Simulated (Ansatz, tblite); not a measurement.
**The cluster AlSi₄+: one state, many levels**

How do method and basis change the picture of the cluster AlSi₄+ (singlet)?

Computed with Ansatz 0.2.0, Gaussian basis. Level: as each input shows.

The runs, in order: GFN1-xTB, GFN2-xTB, PBE-D4/def2-TZVP, r2SCAN-D4/def2-TZVP, PBE-QIDH/def2-TZVP, ωB97X-V/def2-TZVP, B97M-V/def2-TZVP, PBE-D4/def2-SVP, PBE0-D4/def2-SVP, HF/STO-3G, CCSD(T)/def2-TZVPP, MP2/def2-TZVP.

2 further runs of the same task are left out: 2 set aside as unsound or not needed. Runs told in other sessions of the task aren't counted.

## Step 1: The relaxed structure

The singlet was relaxed beforehand with PBE-D4/def2-SVP. At that level it is the lowest of the isomers that a small search found.

5 atoms, charge 1, spin multiplicity 1.

Bond lengths: Al1–Si4 2.774 Å, Si2–Si4 2.383 Å, Si2–Si5 2.355 Å, Si3–Si4 2.383 Å, Si3–Si5 2.355 Å, Si4–Si5 2.349 Å. Angles: Si4–Si2–Si5 59.5°, Si4–Si3–Si5 59.5°, Al1–Si4–Si2 120.1°, Al1–Si4–Si3 120.5°, Al1–Si4–Si5 179.7°, Si2–Si4–Si3 119.4°, Si2–Si4–Si5 59.7°, Si3–Si4–Si5 59.7°, Si2–Si5–Si3 121.7°, Si2–Si5–Si4 60.9°, Si3–Si5–Si4 60.9°.

The ion is computed in the gas phase, without counter-ions or solvent.

PBE0-D4/def2-TZVP was run before; its log isn't repeated, and its numbers join the tables.

## Step 2: GFN1-xTB

Tight binding, by tblite at 300 K electronic temperature and without a spin-polarisation term:

```python
tblite.interface.Calculator('GFN1-xTB', numbers, positions, charge=1, uhf=0).singlepoint()
```

Energy -217.0777 eV, HOMO -12.99 eV, LUMO -12.48 eV; 0.007 s.

## Step 3: GFN2-xTB

Tight binding, by tblite at 300 K electronic temperature and without a spin-polarisation term:

```python
tblite.interface.Calculator('GFN2-xTB', numbers, positions, charge=1, uhf=0).singlepoint()
```

Energy -200.1938 eV, HOMO -11.31 eV, LUMO -10.25 eV; 0.011 s.

## Step 4: PBE-D4/def2-TZVP

start.molden holds the orbitals of an earlier run on this state, given as this run's starting guess.

Input file in.yaml:

```yaml
crystal:
  periodic: [false, false, false]
  atoms:
    - {symbol: Al, position_ang: [2.380413, 0.769164, -1.947289]}
    - {symbol: Si, position_ang: [-1.223217, 1.766331, 0.508044]}
    - {symbol: Si, position_ang: [0.010844, -2.158028, 0.481728]}
    - {symbol: Si, position_ang: [0.301203, 0.094315, -0.239733]}
    - {symbol: Si, position_ang: [-1.469234, -0.471781, 1.197250]}
basis:
  gaussian: {orbitals: def2-TZVP, initial_orbitals: start.molden}
total_charge: 1
hamiltonian: {xc: pbe, dispersion: d4}
scf: {omitted_lower_state_checks: [starts]}
output: {forces: true, orbitals: {seedname: orbitals}}
```

Started as:

```bash
> ansatz run in.yaml --threads 4 --pin off --events-out ev --progress --plain --max-ram 4787MiB
```

The log of the run:

```text
Functional definition: PBE
  name "PBE"
  cite "Perdew, Burke & Ernzerhof, Phys. Rev. Lett. 77, 3865 (1996) doi:10.1103/PhysRevLett.77.3865"
  parent pbe
  parameter kappa = 0.804
  parameter beta = 0.06672455060314922
  exchange = pbe_x(kappa = kappa, mu = beta*pi^2/3)
  correlation = pbe_c(beta = beta)
these checks for a lower state are left out or cut short: starts
1267 factors; their error is unknown
mean field evaluation 1: about -38079.7663 eV, gradient 1.3e1 eV
mean field evaluation 2: about -38079.8806 eV, gradient 1.9e-1 eV
mean field evaluation 4: about -38079.8542 eV, gradient 6.3e-4 eV
mean field -38079.85423453 eV, -1399.4088316667 hartree, gradient 2.3e-5 eV, S^2 0.000000; 0 other end points of the search recorded, 0 dependent functions left out
the calculation of the forces begins
reference -38079.85427320 eV, -1399.4088330879 hartree; 34, 34 occupied and 151, 151 virtual orbitals, 1267 factors
Total energy: -38080.18638428 eV, -1399.4210379450 hartree
Atom 0 at     2.380413     0.769164    -1.947289 Å, force    -0.004405    -0.001647     0.004032 eV/Å
Atom 1 at    -1.223217     1.766331     0.508044 Å, force     0.045823    -0.164279     0.003374 eV/Å
Atom 2 at     0.010844    -2.158028     0.481728 Å, force    -0.056305     0.160918     0.005455 eV/Å
Atom 3 at     0.301203     0.094315    -0.239733 Å, force    -0.118426    -0.037517     0.095066 eV/Å
Atom 4 at    -1.469234    -0.471781     1.197250 Å, force     0.133313     0.042526    -0.107927 eV/Å
Dipole moment:     0.711519     0.229406    -0.581824 e Å
Checks for a lower state left out: starts
```

Run time: 2 s. Hardware: 4 threads of Arm Neoverse V1, shared host.

Report: HOMO -9.61 eV, LUMO -8.31 eV.

## Step 5: r2SCAN-D4/def2-TZVP

in.yaml: that of step 4 with these lines changed.

```diff
@@ -11,4 +11,4 @@
 total_charge: 1
-hamiltonian: {xc: pbe, dispersion: d4}
+hamiltonian: {xc: r2scan, dispersion: d4}
 scf: {omitted_lower_state_checks: [starts]}
-output: {forces: true, orbitals: {seedname: orbitals}}
+output: {orbitals: {seedname: orbitals}}
```

The command is unchanged.

The log of the run:

```text
Functional definition: r2SCAN
  name "r2SCAN"
  cite "Furness, Kaplan, Ning, Perdew & Sun, J. Phys. Chem. Lett. 11, 8208 (2020) doi:10.1021/acs.jpclett.0c02405"
  cite "Furness, Kaplan, Ning, Perdew & Sun, J. Phys. Chem. Lett. 11, 9248 (2020) doi:10.1021/acs.jpclett.0c03077"
  parent r2scan
  parameter k0 = 0.174
  parameter k1 = 0.065
  parameter a1 = 4.9479
  exchange = r2scan_x(k0 = k0, k1 = k1, a1 = a1)
  correlation = r2scan_c
these checks for a lower state are left out or cut short: starts
1267 factors; their error is unknown
mean field evaluation 1: about -38095.0645 eV, gradient 8.9e0 eV
mean field evaluation 2: about -38095.1157 eV, gradient 1.1e-1 eV
mean field evaluation 4: about -38095.0862 eV, gradient 1.7e-4 eV
mean field -38095.08624782 eV, -1399.9685978305 hartree, gradient 2.7e-5 eV, S^2 0.000000; 0 other end points of the search recorded, 0 dependent functions left out
reference -38095.08625971 eV, -1399.9685982675 hartree; 34, 34 occupied and 151, 151 virtual orbitals, 1267 factors
Total energy: -38095.15642927 eV, -1399.9711769511 hartree
Checks for a lower state left out: starts
```

Wall time 4.3 s (4 threads of Arm Neoverse V1, shared host).

From the report: HOMO -9.78 eV, LUMO -8.32 eV.

## Step 6: PBE-QIDH/def2-TZVP

in.yaml: that of step 5 with these lines changed.

```diff
@@ -11,4 +11,3 @@
 total_charge: 1
-hamiltonian: {xc: r2scan, dispersion: d4}
+hamiltonian: {xc: {name: PBE-QIDH}}
 scf: {omitted_lower_state_checks: [starts]}
-output: {orbitals: {seedname: orbitals}}
```

Same command.

The log of the run, cut to the lines that bear on the results:

```text
Functional definition: PBE-QIDH
  name "PBE-QIDH"
  cite "Brémond, Sancho-García, Pérez-Jiménez & Adamo, J. Chem. Phys. 141, 031101 (2014) doi:10.1063/1.4890314"
  cite "Perdew, Burke & Ernzerhof, Phys. Rev. Lett. 77, 3865 (1996) doi:10.1103/PhysRevLett.77.3865"
[...]
1122 factors; integrals over basis functions are off by at most 5.2e-4 eV
[...]
mean field -38065.33156033 eV, -1398.8751332337 hartree, gradient 2.8e-6 eV, S^2 0.000000; 0 other end points of the search recorded, 0 dependent functions left out
25 core orbitals not correlated: weight in the atoms' cores, before any rotation towards them, 1.000 or more for the frozen orbitals, at most 0.000 for the correlated occupied ones
reference -38065.33157206 eV, -1398.8751336647 hartree; 9, 9 occupied and 151, 151 virtual orbitals, 1122 factors
second order -14.95332890 eV of doubles, -0.00000000 eV of singles
Total energy: -38070.31601502 eV, -1399.0583085651 hartree
Checks for a lower state left out: starts
```

It took 4.9 s on 4 threads of Arm Neoverse V1, shared host.

## Step 7: ωB97X-V/def2-TZVP

in.yaml: that of step 6 with these lines changed.

```diff
@@ -11,3 +11,4 @@
 total_charge: 1
-hamiltonian: {xc: {name: PBE-QIDH}}
+hamiltonian: {xc: {name: wB97X-V}}
 scf: {omitted_lower_state_checks: [starts]}
+output: {orbitals: {seedname: orbitals}}
```

Same command.

The log of the run, cut to the lines that bear on the results:

```text
Functional definition: wB97X-V
  name "wB97X-V"
  cite "Mardirossian & Head-Gordon, Phys. Chem. Chem. Phys. 16, 9904 (2014) doi:10.1039/C3CP54374A"
  cite "Becke, J. Chem. Phys. 107, 8554 (1997) doi:10.1063/1.475007"
  cite "Vydrov & Van Voorhis, J. Chem. Phys. 133, 244103 (2010) doi:10.1063/1.3521275"
[...]
      + integral(e_c_pw_opposite_spin*poly(b97_u_opposite, cos0, cos1)) + vv10(b, c)
[...]
1267 factors; their error is unknown
271 factors; integrals over basis functions are off by at most 3.6e-5 eV
[...]
mean field -38091.69848055 eV, -1399.8440996795 hartree, gradient 1.4e-5 eV, S^2 0.000000; 0 other end points of the search recorded, 0 dependent functions left out
reference -38091.69847861 eV, -1399.8440996082 hartree; 34, 34 occupied and 151, 151 virtual orbitals, 1267 factors
Total energy: -38091.69847861 eV, -1399.8440996082 hartree
Checks for a lower state left out: starts
```

Wall time 7.5 s (4 threads of Arm Neoverse V1, shared host); peak memory 0.62 GiB.

Report: HOMO -12.42 eV, LUMO -5.68 eV.

## Step 8: B97M-V/def2-TZVP

in.yaml: that of step 7 with these lines changed.

```diff
@@ -11,3 +11,3 @@
 total_charge: 1
-hamiltonian: {xc: {name: wB97X-V}}
+hamiltonian: {xc: {name: B97M-V}}
 scf: {omitted_lower_state_checks: [starts]}
```

Same command.

The log of the run, cut to the lines that bear on the results:

```text
Functional definition: B97M-V
  name "B97M-V"
  cite "Mardirossian & Head-Gordon, J. Chem. Phys. 142, 074111 (2015) doi:10.1063/1.4907719"
  cite "Becke, J. Chem. Phys. 107, 8554 (1997) doi:10.1063/1.475007"
  cite "Vydrov & Van Voorhis, J. Chem. Phys. 133, 244103 (2010) doi:10.1063/1.3521275"
  # Of w^i u^j: cxij and so on, Table III.
[...]
  gx(w, u) = cx00 + cx01*u + cx02*u^2 + (cx10 + cx11*u)*w
  gss(w, u) = css00 + css02*u^2 + css10*w + (css32*w^3 + css42*w^4)*u^2
  gos(w, u) = cos00 + cos01*u + cos03*u^3 + cos10*w + cos32*w^3*u^2
[...]
      + integral(e_c_pw_mod_opposite_spin*gos(b97_w_opposite, b97_u_opposite)) + vv10(b, c)
[...]
1267 factors; their error is unknown
[...]
mean field -38089.51895772 eV, -1399.7640036931 hartree, gradient 1.8e-5 eV, S^2 0.000000; 0 other end points of the search recorded, 0 dependent functions left out
reference -38089.51901617 eV, -1399.7640058409 hartree; 34, 34 occupied and 151, 151 virtual orbitals, 1267 factors
Total energy: -38089.51901617 eV, -1399.7640058409 hartree
Checks for a lower state left out: starts
```

Wall time 7.5 s (4 threads of Arm Neoverse V1, shared host).

Report: HOMO -9.86 eV, LUMO -8.13 eV.

## Step 9: PBE-D4/def2-SVP

in.yaml: that of step 8 with these lines changed.

```diff
@@ -9,5 +9,5 @@
 basis:
-  gaussian: {orbitals: def2-TZVP, initial_orbitals: start.molden}
+  gaussian: {orbitals: def2-SVP, initial_orbitals: start.molden}
 total_charge: 1
-hamiltonian: {xc: {name: B97M-V}}
+hamiltonian: {xc: pbe, dispersion: d4}
 scf: {omitted_lower_state_checks: [starts]}
```

Same command.

The log of the run:

```text
Functional definition: PBE
  name "PBE"
  cite "Perdew, Burke & Ernzerhof, Phys. Rev. Lett. 77, 3865 (1996) doi:10.1103/PhysRevLett.77.3865"
  parent pbe
  parameter kappa = 0.804
  parameter beta = 0.06672455060314922
  exchange = pbe_x(kappa = kappa, mu = beta*pi^2/3)
  correlation = pbe_c(beta = beta)
these checks for a lower state are left out or cut short: starts
977 factors; their error is unknown
mean field evaluation 1: about -38066.6509 eV, gradient 7.2e0 eV
mean field evaluation 2: about -38066.7566 eV, gradient 1.2e-1 eV
mean field evaluation 4: about -38066.6291 eV, gradient 2.1e-4 eV
mean field -38066.62913461 eV, -1398.9228182090 hartree, gradient 8.8e-6 eV, S^2 0.000000; 0 other end points of the search recorded, 0 dependent functions left out
reference -38066.62917287 eV, -1398.9228196150 hartree; 34, 34 occupied and 56, 56 virtual orbitals, 977 factors
Total energy: -38066.96128395 eV, -1398.9350244721 hartree
Checks for a lower state left out: starts
```

It took 0.85 s on 4 threads of Arm Neoverse V1, shared host.

HOMO -9.71 eV, LUMO -8.37 eV.

## Step 10: PBE0-D4/def2-SVP

in.yaml: that of step 9 with these lines changed.

```diff
@@ -11,3 +11,3 @@
 total_charge: 1
-hamiltonian: {xc: pbe, dispersion: d4}
+hamiltonian: {xc: pbe0, dispersion: d4}
 scf: {omitted_lower_state_checks: [starts]}
```

The command is unchanged.

The log of the run:

```text
Functional definition: PBE0
  name "PBE0"
  cite "Adamo & Barone, J. Chem. Phys. 110, 6158 (1999) doi:10.1063/1.478522"
  cite "Perdew, Burke & Ernzerhof, Phys. Rev. Lett. 77, 3865 (1996) doi:10.1103/PhysRevLett.77.3865"
  parent pbe
  parameter a = 0.25
  parameter kappa = 0.804
  parameter beta = 0.06672455060314922
  exchange = (1 - a)*pbe_x(kappa = kappa, mu = beta*pi^2/3) + a*exact_x
  correlation = pbe_c(beta = beta)
these checks for a lower state are left out or cut short: starts
822 factors; integrals over basis functions are off by at most 9.6e-4 eV
mean field evaluation 1: about -38069.5253 eV, gradient 4.0e0 eV
mean field evaluation 2: about -38069.5779 eV, gradient 3.9e-2 eV
mean field evaluation 4: about -38069.5788 eV, gradient 1.7e-5 eV
mean field -38069.57881668 eV, -1399.0312170255 hartree, gradient 2.8e-5 eV, S^2 0.000000; 0 other end points of the search recorded, 0 dependent functions left out
reference -38069.57884545 eV, -1399.0312180831 hartree; 34, 34 occupied and 56, 56 virtual orbitals, 822 factors
Total energy: -38069.86955527 eV, -1399.0419014718 hartree
Checks for a lower state left out: starts
```

Run time: 1 s. Hardware: 4 threads of Arm Neoverse V1, shared host.

Report: HOMO -10.61 eV, LUMO -7.69 eV.

## Step 11: HF/STO-3G

in.yaml: that of step 10 with these lines changed.

```diff
@@ -9,5 +9,5 @@
 basis:
-  gaussian: {orbitals: def2-SVP, initial_orbitals: start.molden}
+  gaussian: {orbitals: STO-3G}
 total_charge: 1
-hamiltonian: {xc: pbe0, dispersion: d4}
+hamiltonian: {xc: hf}
 scf: {omitted_lower_state_checks: [starts]}
```

Same command.

The log of the run:

```text
Functional definition: HF
  name "HF"
  cite "Fock, Z. Phys. 61, 126 (1930) doi:10.1007/BF01340294"
  parent pbe
  exchange = exact_x
  correlation = 0
these checks for a lower state are left out or cut short: starts
482 factors; integrals over basis functions are off by at most 4.0e-5 eV
mean field evaluation 1: about -37581.4790 eV, gradient 1.2e1 eV
mean field evaluation 2: about -37581.5184 eV, gradient 1.2e1 eV
mean field evaluation 4: about -37582.6123 eV, gradient 2.1e0 eV
mean field evaluation 8: about -37582.6625 eV, gradient 1.8e-3 eV
mean field -37582.66192505 eV, -1381.1373513023 hartree, gradient 1.7e-5 eV, S^2 0.000000; 0 other end points of the search recorded, 0 dependent functions left out
reference -37582.66192505 eV, -1381.1373513023 hartree; 34, 34 occupied and 11, 11 virtual orbitals, 482 factors
Total energy: -37582.66192505 eV, -1381.1373513023 hartree
Checks for a lower state left out: starts
```

It took 0.15 s on 4 threads of Arm Neoverse V1, shared host.

HOMO -7.66 eV, LUMO 0.99 eV.

## Step 12: CCSD(T)/def2-TZVPP

in.yaml: that of step 11 with these lines changed.

```diff
@@ -9,5 +9,5 @@
 basis:
-  gaussian: {orbitals: STO-3G}
+  gaussian: {orbitals: def2-TZVPP, initial_orbitals: start.molden}
 total_charge: 1
-hamiltonian: {xc: hf}
+correlation: {method: ccsd_t}
 scf: {omitted_lower_state_checks: [starts]}
```

The command is unchanged.

The log of the run, cut to the lines that bear on the results:

```text
Functional definition: HF
  name "HF"
  cite "Fock, Z. Phys. 61, 126 (1930) doi:10.1007/BF01340294"
  parent pbe
[...]
1273 factors; integrals over basis functions are off by at most 5.2e-4 eV
[...]
mean field -38023.65740155 eV, -1397.3436361462 hartree, gradient 3.0e-6 eV, S^2 0.000000; 0 other end points of the search recorded, 0 dependent functions left out; unrestricted orbitals would lower it
25 core orbitals not correlated: weight in the atoms' cores, before any rotation towards them, 1.000 or more for the frozen orbitals, at most 0.000 for the correlated occupied ones
reference -38023.65740155 eV, -1397.3436361462 hartree; 9, 9 occupied and 176, 176 virtual orbitals, 1273 factors
second order -12.79201227 eV of doubles, -0.00000000 eV of singles
cycle   1  -12.69221321 eV  change    1.0e-1 eV  update   1.7e-1
[...]
cycle  11  -13.49910882 eV  change    2.7e-6 eV  update   1.9e-5
perturbative correction -1.17982923 eV, -0.0433579245 hartree
Total energy: -38038.33633960 eV, -1397.8830771698 hartree
Checks for a lower state left out: starts
```

Run time: 23 s. Hardware: 4 threads of Arm Neoverse V1, shared host; peak memory 2.2 GiB.

Hartree-Fock HOMO -12.09 eV, LUMO -4.62 eV; T1 0.021. Doubts: large T1 diagnostic, restricted state is unstable towards broken spin symmetry.

## Step 13: MP2/def2-TZVP

in.yaml: that of step 12 with these lines changed.

```diff
@@ -9,5 +9,5 @@
 basis:
-  gaussian: {orbitals: def2-TZVPP, initial_orbitals: start.molden}
+  gaussian: {orbitals: def2-TZVP, initial_orbitals: start.molden}
 total_charge: 1
-correlation: {method: ccsd_t}
+correlation: {method: mp2}
 scf: {omitted_lower_state_checks: [starts]}
```

The command is unchanged.

The log of the run, cut to the lines that bear on the results:

```text
Functional definition: HF
  name "HF"
  cite "Fock, Z. Phys. 61, 126 (1930) doi:10.1007/BF01340294"
  parent pbe
[...]
1122 factors; integrals over basis functions are off by at most 5.2e-4 eV
[...]
mean field -38023.64949084 eV, -1397.3433454331 hartree, gradient 3.4e-6 eV, S^2 0.000000; 0 other end points of the search recorded, 0 dependent functions left out; unrestricted orbitals would lower it
25 core orbitals not correlated: weight in the atoms' cores, before any rotation towards them, 1.000 or more for the frozen orbitals, at most 0.000 for the correlated occupied ones
reference -38023.64949084 eV, -1397.3433454331 hartree; 9, 9 occupied and 151, 151 virtual orbitals, 1122 factors
second order -12.60055829 eV of doubles, -0.00000000 eV of singles
Total energy: -38036.25004913 eV, -1397.8064074093 hartree
Checks for a lower state left out: starts
```

Run time: 2.2 s. Hardware: 4 threads of Arm Neoverse V1, shared host.

From the report: Hartree-Fock HOMO -12.09 eV, LUMO -4.62 eV. Doubts: restricted state is unstable towards broken spin symmetry.

## Step 14: Comparison

```csv
level,functions,HOMO (eV),LUMO (eV),gap (eV),time
HF/STO-3G,45,-7.66,0.99,8.66,0.15 s
PBE-D4/def2-SVP,90,-9.71,-8.37,1.34,0.85 s
PBE-D4/def2-TZVP,185,-9.61,-8.31,1.30,2 s
r2SCAN-D4/def2-TZVP,185,-9.78,-8.32,1.47,4.3 s
B97M-V/def2-TZVP,185,-9.86,-8.13,1.73,7.5 s
PBE0-D4/def2-SVP,90,-10.61,-7.69,2.91,1 s
PBE0-D4/def2-TZVP,185,-10.49,-7.61,2.89,3.3 s
ωB97X-V/def2-TZVP,185,-12.42,-5.68,6.73,7.5 s
```

The pieces so far (eV):

```csv
basis,HF,MP2 correlation,CCSD correlation,(T),total
def2-TZVPP,-38023.6574,-12.7920,-13.4991,-1.1798,-38038.3363
def2-TZVP,-38023.6495,-12.6006,,,-38036.2500 (MP2)
```

## Step 15: Summary of results

| quantity | value |
| --- | --- |
| gap in def2-TZVP, named functionals, smallest and largest | 1.30 eV (PBE-D4), 6.73 eV (ωB97X-V) |
| correlation energy, CCSD(T)/def2-TZVPP | -14.68 eV |
| correlation energy, MP2/def2-TZVP | -12.60 eV |
| PBE0 total energy, smallest basis above largest | 13.12 eV (def2-SVP, def2-TZVP) |

Orbital gaps of the named functionals in def2-TZVP span 1.30 eV (PBE-D4) to 6.73 eV (ωB97X-V); exact exchange widens it. Notes on CCSD(T)/def2-TZVPP: large T1 diagnostic.

The slowest run with a step of its own, CCSD(T)/def2-TZVPP, took 23 s; the quickest functional in def2-TZVP took 2 s (shared host).
